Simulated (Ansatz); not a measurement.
# CH3OSe: the cost of one run

Program: Ansatz 0.2.0. Level of theory: RKS PBE0/def2-SVP. These are calculated values, not measurements.

## (1) The structure to begin with

Bond lengths: O1–C2 1.288 Å, C2–Se3 1.790 Å, O1–H4 0.976 Å, C2–H5 1.090 Å, Se3–H6 1.455 Å. Angles: O1–C2–Se3 120.4°, O1–C2–H5 121.0°, Se3–C2–H5 118.6°, C2–O1–H4 117.3°, C2–Se3–H6 94.5°.

Structure file:

```xyz
6

O    -0.9820   -0.3471   -0.0220
C     0.1668    0.0646   -0.4327
Se    1.4445    0.5010    0.7423
H    -1.6456   -0.5721   -0.7012
H     0.3839    0.1549   -1.4975
H     0.6325    0.1987    1.9110
```

## (2) Relaxing end A

input.yaml

```yaml
crystal:
  periodic: [false, false, false]
  atoms:
    - { symbol: O, position_ang: [-0.98197, -0.34709, -0.02199] }
    - { symbol: C, position_ang: [0.16676, 0.06457, -0.4327] }
    - { symbol: Se, position_ang: [1.44449, 0.50103, 0.74231] }
    - { symbol: H, position_ang: [-1.6456, -0.57212, -0.70115] }
    - { symbol: H, position_ang: [0.38385, 0.15493, -1.49751] }
    - { symbol: H, position_ang: [0.63247, 0.19867, 1.91105] }
total_charge: 1
basis:
  gaussian: { orbitals: def2-SVP }
hamiltonian:
  xc: pbe0
relax:
  f_tol: 0.015
  max_steps: 40
```

Started as:

```
$ ansatz run input.yaml --threads 1 --pin off --max-ram 2048MiB --backend cpu --events-out ev --progress --plain --runs-dir out
```

Q: Estimate wall time and peak memory on 1 thread of Arm Neoverse V1, shared host.

About 16 s, with a peak of 0.14 GiB.
